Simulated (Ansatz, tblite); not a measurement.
**[CrF6]3-: a ladder of methods and basis sets**

Aim: run the quartet of [CrF6]3- at one geometry on many levels, and compare frontier levels, spin and run time.

The runs use Ansatz 0.2.0, Gaussian basis; as each input shows.

Plan: GFN1-xTB, GFN2-xTB, PBE-D4/def2-TZVPD, r2SCAN-D4/def2-TZVPD, r2SCANh-D4/def2-TZVPD, ωB97M-V/def2-TZVPD, B97M-V/def2-TZVPD, ωB97X-V/def2-TZVPD, BHLYP-D4/def2-TZVPD, PBE-D4/def2-SVPD, PBE0-D4/def2-SVPD, HF/STO-3G, HF/6-31G, B3LYP-D4/6-31G, MP2/def2-TZVPD, RPA/def2-TZVPD.

1 further run of the same task is left out (it didn't finish).

## Step 1: The relaxed structure

The quartet was relaxed beforehand with PBE-D4/def2-SVPD.

7 atoms, charge -3, spin multiplicity 4.

Bond lengths: Cr1–F2 2.000 Å, Cr1–F3 2.000 Å, Cr1–F4 2.000 Å, Cr1–F5 1.999 Å, Cr1–F6 2.000 Å, Cr1–F7 2.000 Å. Angles: F2–Cr1–F3 180.0°, F2–Cr1–F4 90.0°, F2–Cr1–F5 90.0°, F2–Cr1–F6 90.0°, F2–Cr1–F7 90.0°, F3–Cr1–F4 90.0°, F3–Cr1–F5 90.0°, F3–Cr1–F6 90.0°, F3–Cr1–F7 90.0°, F4–Cr1–F5 180.0°, F4–Cr1–F6 90.0°, F4–Cr1–F7 90.0°, F5–Cr1–F6 90.0°, F5–Cr1–F7 90.0°, F6–Cr1–F7 180.0°.

Formally the metal is d3. No spin-orbit coupling is included. The ion is computed in the gas phase, without counter-ions or solvent.

PBE0-D4/def2-TZVPD was run before; its log isn't repeated, and its numbers join the tables.

## Step 2: GFN1-xTB

Tight binding, by tblite at 300 K electronic temperature and without a spin-polarisation term:

```python
tblite.interface.Calculator('GFN1-xTB', numbers, positions, charge=-3, uhf=3).singlepoint()
```

Energy -901.2859 eV; 0.013 s.

## Step 3: GFN2-xTB

Tight binding, by tblite at 300 K electronic temperature and without a spin-polarisation term:

```python
tblite.interface.Calculator('GFN2-xTB', numbers, positions, charge=-3, uhf=3).singlepoint()
```

Energy -844.2023 eV; 0.008 s.

## Step 4: PBE-D4/def2-TZVPD

start.molden holds the orbitals of an earlier run on this state, given as this run's starting guess.

Input file in.yaml:

```yaml
crystal:
  periodic: [false, false, false]
  atoms:
    - {symbol: Cr, position_ang: [0.000009, -0.000120, -0.000073]}
    - {symbol: F, position_ang: [-0.019443, -0.010325, 1.999648]}
    - {symbol: F, position_ang: [0.019225, 0.010363, -1.999561]}
    - {symbol: F, position_ang: [1.999602, 0.005785, 0.019421]}
    - {symbol: F, position_ang: [-1.999191, -0.005711, -0.019433]}
    - {symbol: F, position_ang: [-0.006100, 1.999782, 0.010131]}
    - {symbol: F, position_ang: [0.005898, -1.999783, -0.010134]}
basis:
  gaussian: {orbitals: def2-TZVPD, initial_orbitals: start.molden}
total_charge: -3
magnetization: {spin_polarized: true, initial_magnetization: 3}
hamiltonian: {xc: pbe, dispersion: d4}
scf: {omitted_lower_state_checks: [starts]}
output: {forces: true, orbitals: {seedname: orbitals}}
```

Launch:

```bash
> ansatz run in.yaml --threads 4 --pin off --events-out ev --progress --plain --max-ram 8704MiB
```

The runs that follow: r2SCAN-D4/def2-TZVPD; r2SCANh-D4/def2-TZVPD; ωB97M-V/def2-TZVPD; B97M-V/def2-TZVPD; ωB97X-V/def2-TZVPD; BHLYP-D4/def2-TZVPD; PBE-D4/def2-SVPD; PBE0-D4/def2-SVPD; HF/STO-3G; HF/6-31G; B3LYP-D4/6-31G; MP2/def2-TZVPD; RPA/def2-TZVPD.

**Question.** What will the summary of the whole plan be? Wanted: gap in def2-TZVPD, named functionals, smallest and largest; correlation energy, MP2/def2-TZVPD; ⟨S²⟩ in def2-TZVPD, named functionals, smallest and largest; PBE0 total energy, smallest basis above largest.

As calculated:

| quantity | value |
| --- | --- |
| gap in def2-TZVPD, named functionals, smallest and largest | 0.11 eV (PBE-D4), 6.79 eV (ωB97X-V) |
| correlation energy, MP2/def2-TZVPD | -53.44 eV |
| ⟨S²⟩ in def2-TZVPD, named functionals, smallest and largest | 3.759, 3.769 |
| PBE0 total energy, smallest basis above largest | 22.55 eV (def2-SVPD, def2-TZVPD) |

**Reading.** Orbital gaps of the named functionals in def2-TZVPD span 0.11 eV (PBE-D4) to 6.79 eV (ωB97X-V); exact exchange widens it. Over the named functionals in def2-TZVPD spin contamination reaches 0.02 (B97M-V), which is small. PBE-D4, r2SCAN-D4, B97M-V, r2SCANh-D4, PBE0-D4 put the HOMO above zero: the outermost electron is held by the basis alone.
